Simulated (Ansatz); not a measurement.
**BiTe: convergence and cost**

Aim, for BiTe: test the k-point mesh shifted by half a step.

Method: DFT PBE, scalar-relativistic, plane waves, PAW, in Ansatz 0.2.0.

2 further runs of the same task are left out: 1 that didn't finish, 1 set aside as unsound or not needed.

## (1) The starting structure

The structure is cubic, space group Fm-3m (No. 225). The conventional cell has a = 6.470 Å, b = 6.470 Å, c = 6.470 Å, α = 90.00°, β = 90.00°, γ = 90.00°. Bi (site symmetry m-3m) is surrounded by 6 Te at 3.23 Å. Te (site symmetry m-3m) is surrounded by 6 Bi at 3.23 Å.

Coordinates:

```
CELL_PARAMETERS angstrom
0.00000 3.23500 3.23500
3.23500 0.00000 3.23500
3.23500 3.23500 0.00000
ATOMIC_POSITIONS crystal
Bi 0.00000 0.00000 0.00000
Te 0.50000 0.50000 0.50000
```

The structure comes from the Crystallography Open Database; it is used as listed.

## (2) The base run, which the others are set against

Contents of input.yaml:

```yaml
crystal:
  lattice:
    - [0.0, 3.235, 3.235]
    - [3.235, 0.0, 3.235]
    - [3.235, 3.235, 0.0]
  atoms:
    - { symbol: Bi, position: [0.0, 0.0, 0.0] }
    - { symbol: Te, position: [0.5, 0.5, 0.5] }
basis:
  ecutwfc: 420
kpoints:
  mp_grid: { grid: [12, 12, 12] }
hamiltonian:
  xc: pbe
scf:
  occupations: { method: gaussian, width: 0.1 }
output:
  forces: true
  stress: true
  eigenvalues: true
  populations: true
```

It was run beforehand and gave: -9688.3254 eV/atom at zero smearing, pressure 0.72 GPa, largest force 0.000 eV/Å, no gap on the mesh, in 6 SCF cycles and 3 s.

## (3) K-point mesh shifted by half a step: 6×6×6

Contents of input.yaml:

```yaml
crystal:
  lattice:
    - [0.0, 3.235, 3.235]
    - [3.235, 0.0, 3.235]
    - [3.235, 3.235, 0.0]
  atoms:
    - { symbol: Bi, position: [0.0, 0.0, 0.0] }
    - { symbol: Te, position: [0.5, 0.5, 0.5] }
basis:
  ecutwfc: 420
kpoints:
  mp_grid: { grid: [6, 6, 6], shift: [0.5, 0.5, 0.5] }
hamiltonian:
  xc: pbe
scf:
  occupations: { method: gaussian, width: 0.1 }
output:
  forces: true
  stress: true
  eigenvalues: true
```

## (4) K-point mesh shifted by half a step: 8×8×8

input.yaml, as its differences from that of step 3:

```diff
@@ -11,3 +11,3 @@
 kpoints:
-  mp_grid: { grid: [6, 6, 6], shift: [0.5, 0.5, 0.5] }
+  mp_grid: { grid: [8, 8, 8], shift: [0.5, 0.5, 0.5] }
 hamiltonian:
```

## (5) K-point mesh shifted by half a step set to 10×10×10

input.yaml, as its differences from that of step 4:

```diff
@@ -11,3 +11,3 @@
 kpoints:
-  mp_grid: { grid: [8, 8, 8], shift: [0.5, 0.5, 0.5] }
+  mp_grid: { grid: [10, 10, 10], shift: [0.5, 0.5, 0.5] }
 hamiltonian:
```

(Steps that only read results are left out.)

**Question.** What does this series show? Wanted: largest energy shift, k-point mesh shifted by half a step.

The runs gave:

```
                                                 quantity                   value
largest energy shift, k-point mesh shifted by half a step  8.33 meV/atom at 8×8×8
```

The densest shifted mesh lands 2.10 meV/atom from the base run. The shift lowers the symmetry that the mesh keeps. The runs treat Bi, Te without spin-orbit coupling.
